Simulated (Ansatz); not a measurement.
**GeP2H (quartet): wave-function methods side by side, cc-pVDZ**

The task here is to estimate one member of a computed series from the others.

Method: cc-pVDZ, core rule «outside noble gas», up to 24 orbitals frozen; program: Ansatz 0.2.0, Gaussian basis.

To be run: UHF; CCSD(T) on ROHF; CCSD(T) on UHF; BCCD(T) on ROHF; CISD; CCSDT(Q) on ROHF; CCSDT(Q) on UHF; CASSCF and NEVPT2, 11 electrons in 11 orbitals.

27 further runs of the same task are left out: 13 that didn't finish, 14 set aside as unsound or not needed.

## What is computed

The geometry is a PBE0/def2-TZVP stationary point (not a proven minimum) of the parent state, kept for this charge and spin. No spin-orbit coupling is included. The filled d shell of Ge may be among the frozen orbitals whatever the setting's name suggests; the logs give the count.

4 atoms, charge 0, spin multiplicity 4.

Atoms are counted from 1 here; the program's logs count them from 0.

Bond lengths: Ge1–P2 2.394 Å, Ge1–H4 1.610 Å, P2–P3 1.995 Å. Angles: P2–Ge1–H4 91.0°, Ge1–P2–P3 88.7°.

As a file:

```
Ge    0.0000   -0.1888    1.1549
P     0.0000    1.0639   -0.8847
P     0.0000   -0.6592   -1.8895
H     0.0000    1.1684    2.0212
```

Set-up of the first run:

in.yaml

```yaml
crystal:
  periodic: [false, false, false]
  atoms:
    - {symbol: Ge, position_ang: [0.000000, -0.188786, 1.154883]}
    - {symbol: P, position_ang: [0.000000, 1.063913, -0.884682]}
    - {symbol: P, position_ang: [0.000000, -0.659193, -1.889534]}
    - {symbol: H, position_ang: [0.000000, 1.168412, 2.021166]}
basis:
  gaussian: {orbitals: cc-pVDZ}
magnetization: {spin_polarized: true, initial_magnetization: 3}
hamiltonian: {xc: hf}
output: {orbitals: {seedname: orbitals}}
```

Started as:

```bash
ansatz run in.yaml --threads 1 --pin off --events-out ev --progress --plain --max-ram 2393MiB
```

Steps of the session up to this table: UHF; CCSD(T) on ROHF; CCSD(T) on UHF; BCCD(T) on ROHF; CISD; CCSDT(Q) on ROHF; CCSDT(Q) on UHF; CASSCF and NEVPT2, 11 electrons in 11 orbitals.

One table of the session follows, with a row left open; its other results are not shown here.

| method | from RCCSDT(Q) (meV) |
| --- | --- |
| ROHF | +9318.7 |
| UHF | ? |
| RMP2 | +1598.1 |
| UMP2 | +1915.9 |
| CISD | +1693.7 |
| RCCSD | +555.3 |
| UCCSD | +517.9 |
| RCCSD(T) | +103.2 |
| UCCSD(T) | +114.4 |
| BCCD(T) | +99.1 |
| RCCSDT | +49.9 |
| UCCSDT | +34.0 |
| RCCSDT(Q) | 0 |
| UCCSDT(Q) | -11.9 |
| CASSCF valence | +6849.5 |
| NEVPT2 valence | +1322.8 |

Q: Estimate the row for UHF from the others.

The run gave: from RCCSDT(Q) (meV): +8702.9. In the column «from RCCSDT(Q) (meV)» it lies between CASSCF valence (+6849.5) and ROHF (+9318.7).

Limits of these values: Restricted and unrestricted rows rest on different reference determinants; where their highest levels disagree by more than a few hundredths of an eV, they describe different states and don't form one ladder.
